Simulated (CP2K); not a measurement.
## BiB: one setting at a time in CP2K

Simulated with CP2K 2026.2. This is a test of settings. The cell was built from a prototype and was relaxed with r2SCAN in plane waves (Ansatz 0.2.0). Not every such cell is a known phase. All runs are without spin polarisation.

Space group P6_3mc (No. 186), hexagonal; conventional cell a = 3.866 Å, c = 6.375 Å, 20.63 Å³ an atom. Around B lie 4 Bi at 2.37–2.39 Å; around Bi lie 4 B at 2.37–2.39 Å.

The base run uses PBE in the DZVP-MOLOPT-SR basis.

```
&GLOBAL
 PROJECT run
 RUN_TYPE ENERGY_FORCE
 PRINT_LEVEL LOW
&END GLOBAL
&FORCE_EVAL
 METHOD QS
 STRESS_TENSOR ANALYTICAL
 &DFT
  BASIS_SET_FILE_NAME BASIS_MOLOPT
  POTENTIAL_FILE_NAME GTH_POTENTIALS
  &QS
   EXTRAPOLATION USE_GUESS
  &END QS
  &MGRID
   CUTOFF 350
   REL_CUTOFF 50
  &END MGRID
  &XC
   &XC_FUNCTIONAL PBE
   &END XC_FUNCTIONAL
  &END XC
  &KPOINTS
   SCHEME MONKHORST-PACK 5 5 3
   SYMMETRY F
   FULL_GRID F
  &END KPOINTS
  &SCF
   ADDED_MOS 10
   EPS_SCF 1e-6
   MAX_SCF 80
   &DIAGONALIZATION
   &END DIAGONALIZATION
   &MIXING
    METHOD BROYDEN_MIXING
    ALPHA 0.3
   &END MIXING
   &SMEAR
    METHOD FERMI_DIRAC
    ELECTRONIC_TEMPERATURE [K] 232
   &END SMEAR
   &PRINT
    &ITERATION_INFO
    &END ITERATION_INFO
   &END PRINT
  &END SCF
  &PRINT
   &BAND_STRUCTURE
    FILE_NAME bands.bs
    ADDED_MOS 6
    &KPOINT_SET
     UNITS B_VECTOR
     SPECIAL_POINT 0.00000000 0.00000000 0.00000000
     NPOINTS 0
    &END KPOINT_SET
    &KPOINT_SET
     UNITS B_VECTOR
     SPECIAL_POINT 0.50000000 0.00000000 0.00000000
     NPOINTS 0
    &END KPOINT_SET
    &KPOINT_SET
     UNITS B_VECTOR
     SPECIAL_POINT 0.33333333 0.33333333 0.00000000
     NPOINTS 0
    &END KPOINT_SET
    &KPOINT_SET
     UNITS B_VECTOR
     SPECIAL_POINT 0.00000000 0.00000000 0.50000000
     NPOINTS 0
    &END KPOINT_SET
    &KPOINT_SET
     UNITS B_VECTOR
     SPECIAL_POINT 0.50000000 0.00000000 0.50000000
     NPOINTS 0
    &END KPOINT_SET
    &KPOINT_SET
     UNITS B_VECTOR
     SPECIAL_POINT 0.33333333 0.33333333 0.50000000
     NPOINTS 0
    &END KPOINT_SET
   &END BAND_STRUCTURE
  &END PRINT
 &END DFT
 &SUBSYS
  &CELL
   A 3.86557651 0.00000000 0.00000000
   B -1.93278826 3.34768746 0.00000000
   C -0.00000000 -0.00000000 6.37544682
  &END CELL
  &COORD
   SCALED
   B 0.33333333 0.66666667 0.00024337
   B 0.66666667 0.33333333 0.50024337
   Bi 0.33333333 0.66666667 0.37475663
   Bi 0.66666667 0.33333333 0.87475663
  &END COORD
  &KIND B
   BASIS_SET DZVP-MOLOPT-SR-GTH
   POTENTIAL GTH-PBE
  &END KIND
  &KIND Bi
   BASIS_SET DZVP-MOLOPT-SR-GTH
   POTENTIAL GTH-PBE
  &END KIND
 &END SUBSYS
 &PRINT
  &STRESS_TENSOR
  &END STRESS_TENSOR
  &FORCES
  &END FORCES
 &END PRINT
&END FORCE_EVAL
```

Command: `cp2k.psmp -i run.inp`. It took 11 s on 2 threads of Arm Neoverse V1 (shared host), peak memory 0.24 GiB.

It converged with a gap of 0.24 eV and a pressure of 2.27 GPa (positive in compression). Pressures on CP2K's grid carry noise of some tenths of a GPa.

Each further run moved one setting: REL_CUTOFF (grid cutoff relative to the Gaussians, in Ry); XC_FUNCTIONAL (functional, with the PBE potentials kept); CUTOFF (density grid cutoff in Ry); EPS_SCF (SCF threshold). Changes are from the base run, which isn't itself converged in every setting; energies of another Hamiltonian, functional, basis or charge aren't compared, and those at a high electronic temperature are mostly its entropy term. CP2K's gap is over the listed points.

```json
{"setting": "REL_CUTOFF = 80", "how it ended": "converged", "gap change (eV)": "0.00", "energy change (meV/atom)": "0.0", "pressure change (GPa)": "0.00", "time (s)": "14"}
{"setting": "XC_FUNCTIONAL = BP", "how it ended": "converged", "gap change (eV)": "0.02", "energy change (meV/atom)": "–", "pressure change (GPa)": "0.73", "time (s)": "11"}
{"setting": "CUTOFF = 280", "how it ended": "converged", "gap change (eV)": "0.00", "energy change (meV/atom)": "0.0", "pressure change (GPa)": "0.00", "time (s)": "10"}
{"setting": "CUTOFF = 120", "how it ended": "converged", "gap change (eV)": "0.00", "energy change (meV/atom)": "0.1", "pressure change (GPa)": "0.00", "time (s)": "10"}
{"setting": "EPS_SCF = 1e-4", "how it ended": "converged", "gap change (eV)": "0.00", "energy change (meV/atom)": "0.0", "pressure change (GPa)": "0.00", "time (s)": "8.5"}
{"setting": "CUTOFF = 30 (poor on purpose)", "how it ended": "converged", "gap change (eV)": "0.00", "energy change (meV/atom)": "30.4", "pressure change (GPa)": "-1.08", "time (s)": "8.9"}
```

REL_CUTOFF = 80 changes nothing that matters here. CUTOFF = 280 changes nothing that matters here. CUTOFF = 120 changes nothing that matters here. EPS_SCF = 1e-4 changes nothing that matters here.

Spin-orbit coupling is left out; in compounds of Pb, Bi, Tl or Hg it can lower a gap by up to about 1 eV, split its edges or invert the bands.
